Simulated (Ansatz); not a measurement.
MnPt2:

```
Pt Mn
1.0
     2.85840    0.00000    0.00000
    -1.42920    2.47545    0.00000
     0.00000    0.00000    6.53250
Pt Mn
2 1
Cartesian
  1.4292 0.8252 2.0656
  0.0000 1.6503 4.4669
  0.0000 0.0000 0.0000
```

The cell comes from a database or a generator and needn't be the stable form of this composition.

Base run:

| Property | Result |
| --- | --- |
| Program | Ansatz 0.2.0 |
| Functional | PBEsol |
| Potentials or basis | all-electron LAPW, scalar-relativistic |
| Cutoff | 261 eV |
| Density cutoff | 1044 eV |
| Basis error allowed | 0.002 eV/atom |
| k mesh | 11 × 11 × 4 |
| Occupations | fermi-dirac, width 0.05 eV |
| Spin | collinear spin, ferromagnetic start |
| Starting moments | [0.0, 0.0, 4.0] μB |

Its results: pressure -9.2 GPa; net moment 4.51 μB per cell; site moments Pt +0.31; Mn +3.78 μB; largest force 0.027 eV/Å.

Task: The run is repeated on the same cell with these changes: functional from PBEsol to LDA. What comes out?

Result: Pressure -15.7 GPa; net moment 4.28 μB per cell; site moments Pt +0.27; Mn +3.62 μB; largest force 0.085 eV/Å.

LDA binds more tightly than PBEsol, so the same cell stands under less pressure.

Not every run made on this cell is shown here.
